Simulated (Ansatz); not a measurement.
# H3O3Sm (Sm(OH)3): the cost of one run

Computed with Ansatz 0.2.0. Level: DFT PBE, plane waves, PAW, molecule in a box with 9 Å of vacuum.

2 further runs of the same task are left out: 1 for a known fault of the program, 1 that didn't finish.

## (1) Starting geometry

7 atoms, charge 0, spin multiplicity 1.

Bond lengths: Sm1–O2 2.096 Å, Sm1–O4 2.096 Å, Sm1–O6 2.096 Å, O2–H3 0.956 Å, O4–H5 0.956 Å, O6–H7 0.956 Å. Angles: O2–Sm1–O4 119.5°, O2–Sm1–O6 119.5°, O4–Sm1–O6 119.5°, Sm1–O2–H3 177.1°, Sm1–O4–H5 177.1°, Sm1–O6–H7 177.1°.

Geometry (Å):

```xyz
7
charge 0, multiplicity 1
Sm    0.0000    0.0000   -0.0327
O     2.0904    0.0000    0.1162
H     3.0397    0.0000    0.2326
O    -1.0452    1.8103    0.1162
H    -1.5198    2.6325    0.2326
O    -1.0452   -1.8103    0.1162
H    -1.5199   -2.6325    0.2326
```

Formal oxidation states: Sm +3. Each metal's 5 4f electrons lie in its core potential, so multiplicities, spins and levels count the valence alone. In the runs below they are in the valence, and the state is a sextet. An earlier session relaxed this geometry at PBE0, Sm lcecp-1-SVP with ECP51, O def2-SVP, H def2-SVP (singlet, point group C3v).

## (2) Scalar-relativistic

Contents of input.yaml:

```yaml
crystal:
  lattice:
    - [13.56, 0.0, 0.0]
    - [0.0, 14.26, 0.0]
    - [0.0, 0.0, 9.27]
  atoms:
    - { symbol: Sm, position: [0.44394469, 0.50017251, 0.48543689], spin: 5.0 }
    - { symbol: O, position: [0.59810103, 0.50017111, 0.50149407] }
    - { symbol: H, position: [0.66811283, 0.50016971, 0.5140507] }
    - { symbol: O, position: [0.36686799, 0.62712272, 0.50149407] }
    - { symbol: H, position: [0.33186283, 0.6847791, 0.5140507] }
    - { symbol: O, position: [0.36686504, 0.3732237, 0.50149407] }
    - { symbol: H, position: [0.33185841, 0.31556802, 0.5140507] }
basis:
  ecutwfc: 420
  ecutrho_ratio: 4
kpoints:
  mp_grid: { grid: [1, 1, 1] }
hamiltonian:
  xc: pbe
scf:
  occupations: { method: gaussian, width: 0.01 }
output:
  forces: true
  eigenvalues: true
  populations: true
  hubbard: { sites: [{ species: Sm, l: f }] }
magnetization:
  spin_polarized: true
```

Run with:

```
> ansatz run input.yaml --threads 2 --pin off --max-ram 5120MiB --backend cpu --events-out ev --progress --plain --runs-dir out
```

**Question.** How long does this run take on 2 threads of Intel Xeon at 2.50GHz (Skylake/Cascade Lake), shared host, and how much memory does it need?

About 65 s, with a peak of 1.3 GiB.
